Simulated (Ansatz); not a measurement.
# FGeH4: the cost of one run

The runs use Ansatz 0.2.0; UHF/def2-SVP.

**1. Reference run: GeH₄F radical, relaxed**

Contents of input.yaml:

```yaml
crystal:
  periodic: [false, false, false]
  atoms:
    - { symbol: H, position_ang: [-0.824518, 1.059732, 0.559584] }
    - { symbol: F, position_ang: [-1.988747, 0.821249, 0.466738] }
    - { symbol: Ge, position_ang: [0.507954, -0.241602, -0.138018] }
    - { symbol: H, position_ang: [0.225519, -1.511065, 0.698144] }
    - { symbol: H, position_ang: [0.112877, -0.399517, -1.622902] }
    - { symbol: H, position_ang: [1.967014, 0.271204, 0.036554] }
magnetization:
  spin_polarized: true
  initial_magnetization: 1
basis:
  gaussian: { orbitals: def2-SVP }
hamiltonian:
  xc: hf
output:
  forces: true
relax:
  f_tol: 0.02
  max_steps: 120
  constraints: [{ distance: [0, 2] }, { distance: [0, 1] }]
  escape_saddle: false
```

The run is started by

```console
$ ansatz run input.yaml --threads 1 --pin off --max-ram 2560MiB --backend cpu --events-out ev --progress --plain --runs-dir out
```

What time and memory should one allow on 1 thread of Arm Neoverse N1, shared host?

About 18 s, with a peak of 0.13 GiB.
